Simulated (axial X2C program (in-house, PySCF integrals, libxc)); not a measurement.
**TeCu: EOM-EA-CCSD levels**

Aim: EOM-EA-CCSD levels of TeCu, with spin–orbit coupling in the Hamiltonian from the start.

Method: two-component X2C with atomic mean-field terms, Te dyall-acv3z, Cu dyall-acv3z; program: an in-house X2C program for linear molecules on PySCF integrals.

All values are calculated.

## (1) Set-up

task.json

```json
{"zs": [52, 29], "q": 0, "bas": ["dyall-acv3z", "dyall-acv3z"], "r0": 2.43, "eom": "ea", "thr": -1.0, "nmax": 92, "grid": [1, 0.96, 1.045, 0.92, 1.09, 1.15]}
```

Keys: zs atomic numbers; q charge; bas basis sets; r0 starting distance in Å; eom kind of EOM run; thr threshold in hartree for freezing inner shells (an s shell follows its p shell); nmax most natural virtual spinors; grid distances as factors.

On the command line:

```sh
$ python soeom.py task.json out
```

Nuclei are Gaussian, cores are contracted, and the Gaunt term is on.

## (2) EOM-EA-CCSD at 2.362 Å

Reference: the closed shell TeCu⁺; 16 electrons correlated, 88 virtual spinors; roots sought by Ω: 1/2: 5, 3/2: 4, 5/2: 2, 7/2: 1.

Output:

```text
two-component X2C + atomic mean field  HF
basis functions 261  fitting functions 1349  grid points 5800
iter        total energy     max residual
   1      -8440.518009643     2.81e-01
   2      -8440.561119239     2.57e-02
   3      -8440.558268052     3.60e-02
   4      -8440.570945749     4.09e-03
   5      -8440.571661563     1.96e-03
   6      -8440.571890337     9.79e-04
   7      -8440.571935906     3.11e-04
   8      -8440.571939151     6.46e-05
   9      -8440.571939329     1.35e-05
  10      -8440.571939341     3.58e-06
  11      -8440.571939342     1.67e-06
converged
one-electron -12274.55294240  Coulomb 3741.80714394  exact exchange -241.12185822  xc functional 0.00000000  nuclear repulsion 337.84895600  atomic mean-field constant -4.55323865
correlated 16  virtual 364  natural virtual 88  E(MP2) -0.642492959  MP2 remainder -0.140069590
iter   CCSD correlation   residual
   1     -0.421400991   2.76e-01
   2     -0.452299633   1.92e-01
   3     -0.461148897   8.67e-02
   4     -0.463227145   6.26e-02
   5     -0.464223834   3.86e-02
   6     -0.465760892   2.35e-02
   7     -0.466017483   1.14e-02
   8     -0.465795468   6.55e-03
   9     -0.466125882   4.09e-03
  10     -0.466057154   2.55e-03
  11     -0.466037376   1.43e-03
  12     -0.466070742   8.48e-04
  13     -0.466056353   5.49e-04
  14     -0.466047818   3.21e-04
  15     -0.466050836   1.57e-04
  16     -0.466049814   7.65e-05
  17     -0.466048521   4.42e-05
  18     -0.466049222   2.67e-05
  19     -0.466048660   1.78e-05
  20     -0.466048756   1.16e-05
  21     -0.466048707   8.06e-06
  22     -0.466048638   4.79e-06
  23     -0.466048659   3.02e-06
  24     -0.466048659   1.86e-06
(T) -0.017955726  T1 0.0474  D1 0.0912  max T2 0.244
EOM-EA-CCSD roots
2*Omega      energy/Eh   energy/eV  one-particle weight
    1      -0.19619618     -5.3388      0.865
    1      -0.18896185     -5.1419      0.027
    1      -0.12728689     -3.4637      0.005
    1      -0.12115225     -3.2967      0.016
    1      -0.11245638     -3.0601      0.926
    3      -0.27839972     -7.5756      0.927
    3      -0.12590743     -3.4261      0.001
    3      -0.10872866     -2.9587      0.751
    3      -0.09665978     -2.6302      0.165
    5      -0.10610939     -2.8874      0.000
    5      -0.08061196     -2.1936      0.000
    7      -0.02884661     -0.7850      0.000
```

T1 in the output is the amplitude norm over the root of the electron number; divide by √2 for the Lee–Taylor value.

```tsv
Ω	binding energy (eV)	above lowest (cm⁻¹)	spinor	weight
3/2	7.576	0	84% Te pπ, 9% Cu pπ, 7% Cu dπ	0.93
1/2	5.339	18040	49% Cu sσ, 27% Cu pσ, 8% Te sσ	0.86
1/2	3.060	36420	69% Cu pπ, 19% Te dπ, 7% Te pπ	0.93
3/2	2.959	37240	68% Cu pπ, 18% Te dπ, 7% Te pπ	0.75
```

Run time: 61 s. Hardware: 1 thread of Arm Neoverse N1, shared host; peak memory 1 GiB.

## (3) EOM-EA-CCSD at 2.268 Å

```tsv
Ω	binding energy (eV)	above lowest (cm⁻¹)	spinor	weight
3/2	7.631	0	81% Te pπ, 10% Cu pπ, 8% Cu dπ	0.93
1/2	5.330	18560	46% Cu sσ, 29% Cu pσ, 8% Te sσ	0.88
1/2	3.073	36760	67% Cu pπ, 20% Te dπ, 7% Te pπ	0.91
3/2	2.949	37760	65% Cu pπ, 19% Te dπ, 7% Cu dπ	0.81
```

It took 58 s on 1 thread of Arm Neoverse N1, shared host; peak memory 1.1 GiB.

## (4) EOM-EA-CCSD at 2.468 Å

```tsv
Ω	binding energy (eV)	above lowest (cm⁻¹)	spinor	weight
3/2	7.507	0	86% Te pπ, 8% Cu pπ, 6% Cu dπ	0.92
1/2	5.364	17280	52% Cu sσ, 24% Cu pσ, 8% Te pσ	0.87
1/2	3.048	35960	71% Cu pπ, 17% Te dπ, 7% Te pπ	0.93
3/2	2.986	36470	71% Cu pπ, 16% Te dπ, 7% Te pπ	0.63
```

Wall time 61 s (1 thread of Arm Neoverse N1, shared host); peak memory 1.1 GiB.

## (5) EOM-EA-CCSD at 2.173 Å

```tsv
Ω	binding energy (eV)	above lowest (cm⁻¹)	spinor	weight
3/2	7.684	0	79% Te pπ, 12% Cu pπ, 8% Cu dπ	0.93
1/2	5.331	18970	44% Cu sσ, 32% Cu pσ, 9% Te sσ	0.91
1/2	3.086	37090	64% Cu pπ, 22% Te dπ, 7% Te pπ	0.83
3/2	2.948	38200	63% Cu pπ, 20% Te dπ, 9% Cu dπ	0.84
```

Run time: 64 s. Hardware: 1 thread of Arm Neoverse N1, shared host; peak memory 1.1 GiB.

## (6) EOM-EA-CCSD at 2.575 Å

```tsv
Ω	binding energy (eV)	above lowest (cm⁻¹)	spinor	weight
3/2	7.433	0	87% Te pπ, 7% Cu pπ	0.92
1/2	5.408	16330	54% Cu sσ, 21% Cu pσ, 9% Te pσ	0.90
1/2	3.042	35410	74% Cu pπ, 16% Te dπ, 7% Te pπ	0.93
```

Run time: 62 s. Hardware: 1 thread of Arm Neoverse N1, shared host; peak memory 1.1 GiB.

## (7) Curves of the states

Energies in eV from the lowest point of the lowest state; states are followed by energy order within each Ω.

```tsv
R (Å)	(1)Ω=3/2	(1)Ω=1/2	(5)Ω=1/2
2.173	0.2612	2.6138	4.8597
2.268	0.0626	2.3643	4.6204
2.362	0.0000	2.2369	4.5155
2.468	0.0405	2.1835	4.4994
2.575	0.1588	2.1838	4.5490
```

## (8) Results

| quantity | value |
| --- | --- |
| lowest root at 2.362 Å | Ω = 3/2, 7.576 eV |
| next root led by one particle | Ω = 1/2, about 18040 cm⁻¹ higher |
| T1 of the reference | 0.033 |

**Reading.** The added electron is bound by 7.58 eV in a spinor of 84% Te pπ, 9% Cu pπ, 7% Cu dπ. Errors of 0.1 to 0.3 eV are usual at this size, and roots led by higher excitations are left out, so the list is incomplete, and low states of that kind can be missing. T1 or the largest double amplitude of the reference is raised, which lowers the reliability.
